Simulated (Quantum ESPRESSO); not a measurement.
# I (Cmce) in Quantum ESPRESSO: notebook

One crystal, I, is run at these levels: LDA; tasks: Wannier functions.

Everything below comes from runs of Quantum ESPRESSO 7.5. Logs are shortened: lines on timing, memory, paths and dates and some standing lists are left out, and cuts for length are marked.

## 1. Starting point

It takes space group Cmce (No. 64, orthorhombic). Conventional cell: a = 7.270 Å, b = 4.790 Å, c = 9.793 Å, α = 90.00°, β = 90.00°, γ = 90.00°. I (site symmetry m) has 1 I at 2.68 Å as nearest neighbours.

## 2. Wannier functions, LDA

pw.in reads:

```
&CONTROL
  calculation = 'scf'
  prefix = 'pwscf'
  outdir = './tmp'
  pseudo_dir = './pseudo'
  tprnfor = .true.
  tstress = .true.
  disk_io = 'low'
/
&SYSTEM
  ibrav = 0
  celldm(1) = 8
  nat = 4
  ntyp = 1
  ecutwfc = 70
  nbnd = 21
  occupations = 'smearing'
  smearing = 'fd'
  degauss = 0.00367493
/
&ELECTRONS
  conv_thr = 8d-10
  electron_maxstep = 120
  mixing_beta = 0.5
/
ATOMIC_SPECIES
I    126.9045 I.upf
CELL_PARAMETERS alat
  0.8586525754286  -0.5657414828752   0.0000000000000
  0.8586525754286   0.5657414828752   0.0000000000000
  0.0000000000000   0.0000000000000   2.3133649272444
ATOMIC_POSITIONS crystal
I      0.6493000000    0.3507000000    0.3844000000
I      0.1493000000    0.8507000000    0.1156000000
I      0.3507000000    0.6493000000    0.6156000000
I      0.8507000000    0.1493000000    0.8844000000
K_POINTS automatic
6 6 2 0 0 0
```

nscf.in reads:

```
&CONTROL
  calculation = 'nscf'
  prefix = 'pwscf'
  outdir = './tmp'
  pseudo_dir = './pseudo'
  disk_io = 'low'
/
&SYSTEM
  ibrav = 0
  celldm(1) = 8
  nat = 4
  ntyp = 1
  ecutwfc = 70
  nbnd = 26
  occupations = 'smearing'
  smearing = 'fd'
  degauss = 0.00367493
  nosym = .true.
  noinv = .true.
/
&ELECTRONS
  conv_thr = 1d-09
  electron_maxstep = 120
  mixing_beta = 0.5
  diago_full_acc = .true.
  startingwfc = 'random'
/
ATOMIC_SPECIES
I    126.9045 I.upf
CELL_PARAMETERS alat
  0.8586525754286  -0.5657414828752   0.0000000000000
  0.8586525754286   0.5657414828752   0.0000000000000
  0.0000000000000   0.0000000000000   2.3133649272444
ATOMIC_POSITIONS crystal
I      0.6493000000    0.3507000000    0.3844000000
I      0.1493000000    0.8507000000    0.1156000000
I      0.3507000000    0.6493000000    0.6156000000
I      0.8507000000    0.1493000000    0.8844000000
K_POINTS crystal
32
  0.00000000   0.00000000   0.00000000 3.12500000e-02
  0.00000000   0.00000000   0.50000000 3.12500000e-02
  0.00000000   0.25000000   0.00000000 3.12500000e-02
  0.00000000   0.25000000   0.50000000 3.12500000e-02
  0.00000000   0.50000000   0.00000000 3.12500000e-02
  0.00000000   0.50000000   0.50000000 3.12500000e-02
  0.00000000   0.75000000   0.00000000 3.12500000e-02
  0.00000000   0.75000000   0.50000000 3.12500000e-02
  0.25000000   0.00000000   0.00000000 3.12500000e-02
  0.25000000   0.00000000   0.50000000 3.12500000e-02
  0.25000000   0.25000000   0.00000000 3.12500000e-02
  0.25000000   0.25000000   0.50000000 3.12500000e-02
  0.25000000   0.50000000   0.00000000 3.12500000e-02
  0.25000000   0.50000000   0.50000000 3.12500000e-02
  0.25000000   0.75000000   0.00000000 3.12500000e-02
  0.25000000   0.75000000   0.50000000 3.12500000e-02
  0.50000000   0.00000000   0.00000000 3.12500000e-02
  0.50000000   0.00000000   0.50000000 3.12500000e-02
  0.50000000   0.25000000   0.00000000 3.12500000e-02
  0.50000000   0.25000000   0.50000000 3.12500000e-02
  0.50000000   0.50000000   0.00000000 3.12500000e-02
  0.50000000   0.50000000   0.50000000 3.12500000e-02
  0.50000000   0.75000000   0.00000000 3.12500000e-02
  0.50000000   0.75000000   0.50000000 3.12500000e-02
  0.75000000   0.00000000   0.00000000 3.12500000e-02
  0.75000000   0.00000000   0.50000000 3.12500000e-02
  0.75000000   0.25000000   0.00000000 3.12500000e-02
  0.75000000   0.25000000   0.50000000 3.12500000e-02
  0.75000000   0.50000000   0.00000000 3.12500000e-02
  0.75000000   0.50000000   0.50000000 3.12500000e-02
  0.75000000   0.75000000   0.00000000 3.12500000e-02
  0.75000000   0.75000000   0.50000000 3.12500000e-02
```

pw2wan.in reads:

```
&INPUTPP
  prefix = 'pwscf'
  outdir = './tmp'
  seedname = 'w'
  write_mmn = .true.
  write_amn = .true.
/
```

bands.in reads:

```
&CONTROL
  calculation = 'bands'
  prefix = 'pwscf'
  outdir = './tmp'
  pseudo_dir = './pseudo'
  disk_io = 'low'
/
&SYSTEM
  ibrav = 0
  celldm(1) = 8
  nat = 4
  ntyp = 1
  ecutwfc = 70
  nbnd = 26
  occupations = 'smearing'
  smearing = 'fd'
  degauss = 0.00367493
/
&ELECTRONS
  conv_thr = 1d-08
  electron_maxstep = 120
  mixing_beta = 0.5
  diago_full_acc = .true.
  startingwfc = 'random'
/
ATOMIC_SPECIES
I    126.9045 I.upf
CELL_PARAMETERS alat
  0.8586525754286  -0.5657414828752   0.0000000000000
  0.8586525754286   0.5657414828752   0.0000000000000
  0.0000000000000   0.0000000000000   2.3133649272444
ATOMIC_POSITIONS crystal
I      0.6493000000    0.3507000000    0.3844000000
I      0.1493000000    0.8507000000    0.1156000000
I      0.3507000000    0.6493000000    0.6156000000
I      0.8507000000    0.1493000000    0.8844000000
K_POINTS crystal
66
  0.00000000   0.00000000   0.00000000 1
  0.03983600  -0.03983600   0.00000000 1
  0.07967300  -0.07967300   0.00000000 1
  0.11950900  -0.11950900   0.00000000 1
  0.15934600  -0.15934600   0.00000000 1
  0.19918200  -0.19918200   0.00000000 1
[... 58 lines left out ...]
 -0.43750000  -0.43750000  -0.50000000 1
 -0.50000000  -0.50000000  -0.50000000 1
```

w.win reads:

```
num_wann = 16
num_bands = 26
guiding_centres = true
dis_froz_max = 4.86
dis_num_iter = 600
dis_mix_ratio = 0.5
dis_conv_tol = 1.0d-9
num_iter = 0
search_shells = 100
kmesh_tol = 1.0d-4
conv_tol = 1.0d-8
conv_window = 4
num_print_cycles = 200
fermi_energy = 3.2662
bands_plot = true
write_hr = true
mp_grid = 4 4 2
begin projections
I: s;p
end projections
begin unit_cell_cart
ang
  3.6350350000  -2.3950200000   0.0000000000
  3.6350350000   2.3950200000   0.0000000000
  0.0000000000   0.0000000000   9.7934400000
end unit_cell_cart
begin atoms_frac
I    0.6493000000   0.3507000000   0.3844000000
I    0.1493000000   0.8507000000   0.1156000000
I    0.3507000000   0.6493000000   0.6156000000
I    0.8507000000   0.1493000000   0.8844000000
end atoms_frac
begin kpoint_path
G   0.0000000000   0.0000000000   0.0000000000  X   0.3585278261  -0.3585278261   0.0000000000
X   0.3585278261  -0.3585278261   0.0000000000  S   0.0000000000  -0.5000000000   0.0000000000
S   0.0000000000  -0.5000000000   0.0000000000  R   0.0000000000  -0.5000000000  -0.5000000000
R   0.0000000000  -0.5000000000  -0.5000000000  A   0.3585278261  -0.3585278261  -0.5000000000
A   0.3585278261  -0.3585278261  -0.5000000000  Z   0.0000000000   0.0000000000  -0.5000000000
Z   0.0000000000   0.0000000000  -0.5000000000  G   0.0000000000   0.0000000000   0.0000000000
G   0.0000000000   0.0000000000   0.0000000000  Y  -0.5000000000  -0.5000000000   0.0000000000
Y  -0.5000000000  -0.5000000000   0.0000000000  X1  -0.3585278261  -0.6414721739   0.0000000000
X1  -0.3585278261  -0.6414721739   0.0000000000  A1  -0.3585278261  -0.6414721739  -0.5000000000
A1  -0.3585278261  -0.6414721739  -0.5000000000  T  -0.5000000000  -0.5000000000  -0.5000000000
T  -0.5000000000  -0.5000000000  -0.5000000000  Y  -0.5000000000  -0.5000000000   0.0000000000
Z   0.0000000000   0.0000000000  -0.5000000000  T  -0.5000000000  -0.5000000000  -0.5000000000
end kpoint_path
bands_num_points = 9
begin kpoints
  0.00000000   0.00000000   0.00000000
  0.00000000   0.00000000   0.50000000
  0.00000000   0.25000000   0.00000000
  0.00000000   0.25000000   0.50000000
  0.00000000   0.50000000   0.00000000
  0.00000000   0.50000000   0.50000000
[... 24 lines left out ...]
  0.75000000   0.75000000   0.00000000
  0.75000000   0.75000000   0.50000000
end kpoints
```

Potentials or basis: PseudoDojo 0.4.1 SR LDA standard.

The run is started by

```sh
$ OMP_NUM_THREADS=1 pw.x -in pw.in > pw.out
$ OMP_NUM_THREADS=1 pw.x -in nscf.in > nscf.out
$ wannier90.x -pp w
$ OMP_NUM_THREADS=1 pw2wannier90.x -in pw2wan.in > pw2wan.out
$ wannier90.x w
$ OMP_NUM_THREADS=1 pw.x -in bands.in > bands.out
```

pw.out:

```text
This program is part of the open-source Quantum ESPRESSO suite
     for quantum simulation of materials; please cite
[... 9 lines left out ...]
     --------------------
     sticks:   dense  smooth     PW     G-vecs:    dense   smooth      PW
     Sum        1381    1381    395                90923    90923   14015

     Using Slab Decomposition

     bravais-lattice index     =            0
     lattice parameter (alat)  =       8.0000  a.u.
     unit-cell volume          =    1150.7463 (a.u.)^3
     number of atoms/cell      =            4
     number of atomic types    =            1
     number of electrons       =        28.00
     number of Kohn-Sham states=           21
     kinetic-energy cutoff     =      70.0000  Ry
     charge density cutoff     =     280.0000  Ry
     scf convergence threshold =      8.0E-10
     mixing beta               =       0.5000
     number of iterations used =            8  plain     mixing
     Exchange-correlation= SLA  PW   NOGX NOGC
                           (   1   4   0   0   0   0   0)

     celldm(1)=   8.000000  celldm(2)=   0.000000  celldm(3)=   0.000000
     celldm(4)=   0.000000  celldm(5)=   0.000000  celldm(6)=   0.000000

     crystal axes: (cart. coord. in units of alat)
               a(1) = (   0.858653  -0.565741   0.000000 )
               a(2) = (   0.858653   0.565741   0.000000 )
               a(3) = (   0.000000   0.000000   2.313365 )

     reciprocal axes: (cart. coord. in units 2 pi/alat)
               b(1) = (  0.582308 -0.883796  0.000000 )
               b(2) = (  0.582308  0.883796 -0.000000 )
               b(3) = ( -0.000000  0.000000  0.432271 )

     PseudoPot. # 1 for I  read from file:
     I.upf
     Pseudo is Norm-conserving + core correction, Zval =  7.0
     Generated using ONCVPSP code by D. R. Hamann
     Using radial grid of 1182 points,  6 beta functions with:
                l(1) =   0
                l(2) =   0
                l(3) =   1
                l(4) =   1
                l(5) =   2
                l(6) =   2

     atomic species   valence    mass     pseudopotential
     I                 7.00   126.90450     I ( 1.00)

      8 Sym. Ops., with inversion, found ( 4 have fractional translation)

   Cartesian axes

     site n.     atom                  positions (alat units)
         1        I      tau(   1) = (   0.8586526  -0.1689304   0.8892575  )
         2        I      tau(   2) = (   0.8586526   0.3968111   0.2674250  )
         3        I      tau(   3) = (   0.8586526   0.1689304   1.4241074  )
         4        I      tau(   4) = (   0.8586526  -0.3968111   2.0459399  )

     number of k points=    26  Fermi-Dirac smearing, width (Ry)=  0.0037
                       cart. coord. in units 2pi/alat
        k(    1) = (   0.0000000   0.0000000   0.0000000), wk =   0.0277778
        k(    2) = (   0.0000000   0.0000000  -0.2161354), wk =   0.0277778
        k(    3) = (   0.0970513   0.1472993   0.0000000), wk =   0.1111111
        k(    4) = (   0.0970513   0.1472993  -0.2161354), wk =   0.1111111
        k(    5) = (   0.1941026   0.2945986   0.0000000), wk =   0.1111111
        k(    6) = (   0.1941026   0.2945986  -0.2161354), wk =   0.1111111
[... 18 lines left out ...]
        k(   25) = (  -0.5823077   0.0000000   0.0000000), wk =   0.0277778
        k(   26) = (  -0.5823077   0.0000000  -0.2161354), wk =   0.0277778

     Dense  grid:    90923 G-vectors     FFT dimensions: (  48,  48, 100)

     Initial potential from superposition of free atoms

     starting charge      27.9997, renormalised to      28.0000
     Starting wfcs are   16 randomized atomic wfcs +    5 random wfcs

     Self-consistent Calculation

     iteration #  1     ecut=    70.00 Ry     beta= 0.50
     Davidson diagonalization with overlap
     ethr =  1.00E-02,  avg # of iterations =  7.0

     Threshold (ethr) on eigenvalues was too large:
     Diagonalizing with lowered threshold

     Davidson diagonalization with overlap
     ethr =  2.07E-04,  avg # of iterations =  6.7

     total energy              =    -104.09163629 Ry
     estimated scf accuracy    <       0.05461748 Ry

     iteration #  2     ecut=    70.00 Ry     beta= 0.50
     Davidson diagonalization with overlap
     ethr =  1.95E-04,  avg # of iterations =  1.0
[... 4 lines left out ...]
     iteration #  3     ecut=    70.00 Ry     beta= 0.50
     Davidson diagonalization with overlap
     ethr =  2.17E-05,  avg # of iterations =  4.5

     total energy              =    -104.09321257 Ry
     estimated scf accuracy    <       0.00014116 Ry

     iteration #  4     ecut=    70.00 Ry     beta= 0.50
     Davidson diagonalization with overlap
     c_bands:  1 eigenvalues not converged
     ethr =  5.04E-07,  avg # of iterations =  5.9

     total energy              =    -104.09323766 Ry
     estimated scf accuracy    <       0.00001612 Ry

     iteration #  5     ecut=    70.00 Ry     beta= 0.50
     Davidson diagonalization with overlap
     ethr =  5.76E-08,  avg # of iterations =  2.2

     total energy              =    -104.09323893 Ry
     estimated scf accuracy    <       0.00000067 Ry
[... 12 lines left out ...]
     total energy              =    -104.09323903 Ry
     estimated scf accuracy    <          2.2E-09 Ry

     iteration #  8     ecut=    70.00 Ry     beta= 0.50
     Davidson diagonalization with overlap
     ethr =  7.82E-12,  avg # of iterations =  2.2

     End of self-consistent calculation

          k = 0.0000 0.0000 0.0000 ( 11303 PWs)   bands (ev):

   -11.0444 -10.5872  -8.9787  -8.0365  -1.9454  -0.5805   0.8708   0.9056
     1.4174   1.5066   1.5410   2.0961   2.6049   2.6636   3.9498   4.7971
     7.6402   7.7756   7.9125   9.5667   9.8193

          k = 0.0000 0.0000-0.2161 ( 11382 PWs)   bands (ev):

   -10.8534 -10.8534  -8.4865  -8.4865  -1.3517  -1.3517   1.1792   1.1792
     1.4766   1.4766   1.6190   1.6190   2.6370   2.6370   4.1814   4.1814
     8.1362   8.1362   8.7142   8.7142   9.6408
[... 127 lines left out ...]
          k =-0.0000-0.5892-0.2161 ( 11402 PWs)   bands (ev):

   -10.5325 -10.5325  -8.4615  -8.4615  -1.5407  -1.5407  -0.2024  -0.2024
    -0.1894  -0.1894   1.9196   1.9196   2.2345   2.2345   4.3099   4.3099
     9.5055   9.5055   9.6801   9.6803  10.4307

          k =-0.5823 0.0000 0.0000 ( 11382 PWs)   bands (ev):

   -10.7345 -10.3620  -8.7149  -7.9937  -1.6560  -0.9587  -0.8919  -0.1338
     0.3651   0.6835   0.8136   1.2817   1.9367   2.3906   3.8614   4.4184
     7.6556   8.3995   8.5731   8.8499  11.3463

          k =-0.5823 0.0000-0.2161 ( 11384 PWs)   bands (ev):

   -10.5737 -10.5737  -8.3368  -8.3368  -1.3342  -1.3342  -0.6683  -0.6683
     0.7775   0.7775   1.4149   1.4149   1.6857   1.6857   3.9787   3.9787
     8.6096   8.6096   9.6230   9.6230   9.7150

     the Fermi energy is     3.2795 ev

!    total energy              =    -104.09323903 Ry
     estimated scf accuracy    <          8.5E-11 Ry
     smearing contrib. (-TS)   =      -0.00000013 Ry
     internal energy E=F+TS    =    -104.09323890 Ry

     The total energy is F=E-TS. E is the sum of the following terms:
     one-electron contribution =       0.10009722 Ry
     hartree contribution      =      10.30283610 Ry
     xc contribution           =     -31.58914863 Ry
     ewald contribution        =     -82.90702359 Ry

     convergence has been achieved in   8 iterations

     Forces acting on atoms (cartesian axes, Ry/au):

     atom    1 type  1   force =     0.00000000   -0.01351248   -0.02792109
     atom    2 type  1   force =     0.00000000   -0.01351248    0.02792109
     atom    3 type  1   force =    -0.00000000    0.01351248    0.02792109
     atom    4 type  1   force =     0.00000000    0.01351248   -0.02792109

     Total force =     0.062038     Total SCF correction =     0.000011

     Computing stress (Cartesian axis) and pressure

          total   stress  (Ry/bohr**3)                   (kbar)     P=       -7.80
  -0.00005335  -0.00000000   0.00000000           -7.85       -0.00        0.00
  -0.00000000  -0.00008948   0.00000000           -0.00      -13.16        0.00
   0.00000000   0.00000000  -0.00001627            0.00        0.00       -2.39

=------------------------------------------------------------------------------=
   JOB DONE.
=------------------------------------------------------------------------------=
```

Wall time 11 min (1 thread of Arm Neoverse V2, shared host); peak memory 0.37 GiB.

What came out:

| Property | Result |
| --- | --- |
| Free energy | -1416.2607 eV |
| Pressure | -0.8 GPa |
| Largest force | 0.798 eV/Å |
| Band gap on the k mesh | 1.19 eV, indirect (least direct gap 1.29 eV) |
| Band gap along the path | 1.18 eV, indirect (least direct gap 1.29 eV) |
| Total Wannier spread | 29.13 Å² over 16 functions |
| RMS miss of the Wannier bands | 0.005 eV |

Forces on the atoms (eV/Å):
```
I    0.000 -0.347 -0.718
I    0.000 -0.347  0.718
I    0.000  0.347  0.718
I    0.000  0.347 -0.718
```

Levels at the corners of the path, in eV from the valence-band top:
```
point  band 10  band 11  band 12  band 13  band 14  band 15  band 16  band 17  band 18  band 19
    Γ    -1.16    -1.13    -0.58    -0.07    -0.01     1.28     2.13     4.97     5.10     5.24
    X    -2.35    -1.56    -1.02    -0.68    -0.23     1.58     1.81     6.09     6.28     7.28
    S    -1.70    -1.27    -1.27    -0.43    -0.43     2.17     2.17     5.25     5.25     7.26
    R    -1.76    -0.75    -0.75     0.00     0.00     1.56     1.56     5.62     5.62     6.41
    A    -2.71    -0.81    -0.81    -0.61    -0.61     1.66     1.66     6.68     6.68     6.87
    Z    -1.19    -1.05    -1.05    -0.03    -0.03     1.51     1.51     5.47     5.47     6.04
    Γ    -1.16    -1.13    -0.58    -0.07    -0.01     1.28     2.13     4.97     5.10     5.24
    Y    -1.99    -1.86    -1.39    -0.73    -0.28     1.19     1.75     4.98     5.73     5.90
   X1    -2.35    -1.56    -1.02    -0.68    -0.23     1.58     1.81     6.09     6.28     7.28
   A1    -2.71    -0.81    -0.81    -0.61    -0.61     1.66     1.66     6.68     6.68     6.87
    T    -1.89    -1.26    -1.26    -0.99    -0.99     1.31     1.31     5.94     5.94     6.95
    Y    -1.99    -1.86    -1.39    -0.73    -0.28     1.19     1.75     4.98     5.73     5.90
    Z    -1.19    -1.05    -1.05    -0.03    -0.03     1.51     1.51     5.47     5.47     6.04
    T    -1.89    -1.26    -1.26    -0.99    -0.99     1.31     1.31     5.94     5.94     6.95
```

Wannier functions:
```csv
function,nearest atom,distance (Å),spread (Å²),on-site energy from the reference level (eV)
1,1 I,0.00,1.20,-12.42
2,1 I,0.08,2.06,-2.21
3,1 I,0.02,2.00,-2.01
4,1 I,0.02,2.02,-2.15
5,2 I,0.00,1.20,-12.42
6,2 I,0.08,2.06,-2.21
7,2 I,0.02,2.00,-2.01
8,2 I,0.02,2.02,-2.15
9,3 I,0.00,1.20,-12.42
10,3 I,0.08,2.06,-2.21
11,3 I,0.02,2.00,-2.01
12,3 I,0.02,2.02,-2.15
13,4 I,0.00,1.20,-12.42
14,4 I,0.08,2.06,-2.21
15,4 I,0.02,2.00,-2.01
16,4 I,0.02,2.02,-2.15
```

Parts of the spread (Å²): invariant 19.65, diagonal 0.002, off-diagonal 9.48, total 29.13. Against the direct bands the interpolation misses by 5 meV (root mean square) and 25 meV at most, for states up to 1 eV over the reference level.

Caveat: spin-orbit coupling is left out, which moves the levels of the heavy elements.

(Part 1 of 2 ends here.)
